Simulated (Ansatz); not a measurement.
# Ge: the crystal squeezed far

One table from this session's results is given with a row withheld; the runs are named, their logs left out.

Program: Ansatz 0.2.0. Level of theory: DFT, PBEsol, PAW with Ansatz's default frozen-core files, scalar-relativistic. These are calculated values, not measurements.

### The structure to begin with

The structure is hexagonal, space group P6_3/mmc (No. 194). Conventional cell: a = 3.003 Å, b = 3.003 Å, c = 4.865 Å, α = 90.00°, β = 90.00°, γ = 120.00°. Ge (site symmetry -6m2) has 12 Ge at 2.99 to 3.00 Å in its first shell of neighbours.

Coordinates:

```
Ge
1.0
     3.00317    0.00000    0.00000
    -1.50158    2.60082    0.00000
     0.00000    0.00000    4.86513
Ge
2
Cartesian
  0.0000 1.7339 1.2163
  1.5016 0.8669 3.6488
```

Whether this phase is the stable one at these pressures isn't tested.

Atoms are numbered in the order of the input: Ge1, Ge2.

The first run:

File input.yaml:

```yaml
crystal:
  lattice:
    - [3.00316585, 0.0, 0.0]
    - [-1.501582925, 2.6008179178, 0.0]
    - [0.0, 0.0, 4.8651286769]
  atoms:
    - { symbol: Ge, position: [0.3333333333, 0.6666666667, 0.25] }
    - { symbol: Ge, position: [0.6666666667, 0.3333333333, 0.75] }
kpoints:
  mp_grid: { grid: [16, 16, 9] }
scf:
  occupations: { method: fermi_dirac, width: 0.08 }
hamiltonian:
  xc: pbesol
  pseudopotentials: { kind: paw }
output:
  forces: true
  stress: true
relax:
  f_tol: 0.005
  max_steps: 40
  cell: {}
```

Launch:

```console
$ ansatz run input.yaml --threads 1 --pin off --max-ram 2048MiB --backend cpu --events-out ev --progress --plain --runs-dir out
```

Steps of the session up to this table: Cell relaxed at zero pressure, PAW; Volume scaled by 1, PAW; Shape and atoms relaxed at 0.95 of the volume, PAW; Volume scaled by 0.95, PAW; Shape and atoms relaxed at 0.85 of the volume, PAW; Volume scaled by 0.85, PAW; Shape and atoms relaxed at 0.75 of the volume, PAW; Volume scaled by 0.75, PAW; Shape and atoms relaxed at 0.65 of the volume, PAW; Volume scaled by 0.65, PAW; Shape and atoms relaxed at 0.55 of the volume, PAW; Volume scaled by 0.55, PAW; Shape and atoms relaxed at 0.45 of the volume, PAW; Volume scaled by 0.45, PAW; Shape and atoms relaxed at 0.4 of the volume, PAW; Volume scaled by 0.4, PAW; Volume scaled by 0.4, PAW (cutoff 300 eV).

One of the session's tables, all rows but one given; the rest of the session is left out.

```
             method  volume over the first  volume (Å³/atom)  pressure (GPa)
                PAW                      1            18.313            0.00
                PAW                   0.95            17.397            4.37
                PAW                   0.85            15.566           17.74
                PAW                   0.75            13.735           41.09
                PAW                   0.65            11.903           84.11
                PAW                   0.55                 ?               ?
                PAW                   0.45             8.241          357.64
                PAW                    0.4             7.325          537.15
PAW (cutoff 300 eV)                    0.4             7.325          540.52
```

Q: Estimate the row for PAW, 0.55 from the others.

As computed: volume (Å³/atom): 10.072; pressure (GPa): 169.33. In the column «volume (Å³/atom)» it lies between PAW, 0.45 (8.241) and PAW, 0.65 (11.903).

To keep in mind: At pressures up to 541 GPa the PAW spheres may overlap and frozen cores may not hold, so those PAW values are rough without an all-electron check. Warnings in the runs' records: cutoff below recommended.
